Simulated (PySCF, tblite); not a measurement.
# C6H11GeN: geometry, infrared bands and NMR shifts

Wanted: the infrared bands and NMR shifts of C6H11GeN (`C[C@]1(C#N)CC[CH2][GeH2]1`), by calculation.

Computed with tblite 0.8.0 and PySCF 2.14.0, with density-fitted response routines of our own, on a single molecule in the gas phase. Atoms are numbered from 0 throughout.

### Step 1. The molecule as given

19 atoms, charge 0, multiplicity 1; geometry from: force field or distance geometry start.

Bonds of the start (Å): C0–C1 1.51, C1–C2 1.44, C2–N3 1.17, C1–C4 1.49, C4–C5 1.49, C5–C6 1.53, C6–Ge7 1.96, Ge7–C1 1.96, C0–H8 1.11, C0–H9 1.11, C0–H10 1.10, C4–H11 1.12, C4–H12 1.11, C5–H13 1.12, C5–H14 1.10, C6–H15 1.09, C6–H16 1.10, Ge7–H17 1.51, Ge7–H18 1.54.

### Step 2. Relaxing the molecule with GFN2-xTB

Job settings and geometry (Å):

```
{"job": {"kind": "relax", "xc": "GFN2-xTB", "basis": "xTB"}, "charge": 0, "multiplicity": 1}
C     -1.682800    -0.725300     0.986000
C     -0.871700     0.092600     0.011800
C     -1.728200     0.856900    -0.851200
N     -2.420200     1.465200    -1.569300
C      0.023800    -0.884600    -0.666200
C      1.308500    -0.250900    -1.074500
C      1.992600     0.295300     0.185300
Ge     0.435300     1.256700     0.887000
H     -2.526100    -0.157000     1.421600
H     -2.138700    -1.529800     0.366500
H     -1.082100    -1.246800     1.742200
H      0.180900    -1.770700     0.000600
H     -0.490200    -1.307300    -1.556000
H      1.988400    -1.045900    -1.474700
H      1.204600     0.537100    -1.835700
H      2.787000     1.002000    -0.052000
H      2.282800    -0.508200     0.872600
H      0.353900     1.292900     2.396000
H      0.372300     2.637100     0.202500
```

Launch:

```sh
OMP_NUM_THREADS=1 python probes_run.py task.json out
```

The driver reads the jobs from task.json and runs them one after another.

**Question.** This job is followed by: GFN2-xTB harmonic vibrations, gas phase; GIAO PBE0/pcSseg-1 NMR shielding, non-relativistic, gas phase. What will the session give for the following? strongest single infrared mode (GFN2-xTB); zero-point energy (GFN2-xTB); 13C shifts against TMS (PBE0/pcSseg-1); 1H shifts against TMS (PBE0/pcSseg-1, means over atoms taken as alike); 15N shifts against NH3 (PBE0/pcSseg-1); 73Ge shifts against GeMe4 (PBE0/pcSseg-1).

As calculated:

| quantity | value |
| --- | --- |
| strongest single infrared mode (GFN2-xTB) | 2009 cm⁻¹, 448 km/mol |
| zero-point energy (GFN2-xTB) | 94.2 kcal/mol |
| 13C shifts against TMS (PBE0/pcSseg-1) | 130.2, 46.6, 31.0, 25.0, 22.9, 15.0 ppm |
| 1H shifts against TMS (PBE0/pcSseg-1, means over atoms taken as alike) | 4.57, 4.31, 2.19, 2.13, 1.96, 1.64, 1.54, 1.17, 1.14 ppm |
| 15N shifts against NH3 (PBE0/pcSseg-1) | 296.9 ppm |
| 73Ge shifts against GeMe4 (PBE0/pcSseg-1) | -70 ppm |

Over 85 steps the energy fell by 0.572 eV; of the close pairs, C1–Ge7 changed most, 1.957 to 2.025 Å. No mode is imaginary among the 51: a minimum at this level. The strongest single mode, at 2009 cm⁻¹, moves mainly H18. GFN2-xTB is a fitted tight-binding method: band positions and strengths are rough. Its intensities can rank the bands wrongly. At PBE0/pcSseg-1: The widest tensor belongs to N3: span 470 ppm, with a paramagnetic part of -371 ppm. Spin-orbit coupling is left out, which matters for shieldings and couplings at and beside the heavy atoms.
